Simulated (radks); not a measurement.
# Taking charge from the 4s level of Se⁺ in fractions

The task here is to estimate one member of a computed series from the others.

Method: scalar-relativistic Kohn-Sham, PBE, spin-polarised, spherical densities, point nucleus; open shells are filled with parallel spins first. Code: radks (a radial shooting solver on a logarithmic mesh, Libxc functionals) version 1.

**Starting point**

| Item | Value |
| --- | --- |
| element | selenium (Z = 34) |
| charge | +1 |
| electrons | 33 |
| configuration | [Ar] 3d10 4s(up 1, down 1) 4p3 |

A shell typed twice in an input gives spin up, then spin down.

The first run:

Input:

```text
Z 34
configuration [Ar] 3d10 4s1 4s1 4p3
relativity scalar-relativistic
functional pbe,pbe
spin polarised
nucleus point
c 137.035999084
```

Among the steps run: Start: [Ar] 3d10 4s(up 1, down 1) 4p3.

One table of the session follows, with a row left open; its other results are not shown here.

It belongs to the step «Start: [Ar] 3d10 4s(up 1, down 1) 4p3». Radial moments (bohr):

| level | <r> | outermost maximum (interpolated) | 90 % within | nodes |
| --- | --- | --- | --- | --- |
| 3p up | 0.5897 | 0.500 | 0.903 | 1 |
| 3p down | 0.5892 | 0.500 | 0.901 | 1 |
| 3d up | 0.6318 | 0.453 | 1.05 | 0 |
| 3d down | 0.6279 | 0.453 | 1.04 | 0 |
| 4s up | 1.746 | 1.50 | 2.58 | 3 |
| 4s down | 1.741 | 1.48 | 2.59 | 3 |
| 4p up | ? | ? | ? | ? |
| 4p down | 2.146 | 1.74 | 3.28 | 2 |

**Question.** Estimate the row for 4p up.

The run gave: <r>: 2.099; outermost maximum (interpolated): 1.75; 90 % within: 3.17; nodes: 2. In the column «<r>» it lies between 4s up (1.746) and 4p down (2.146).
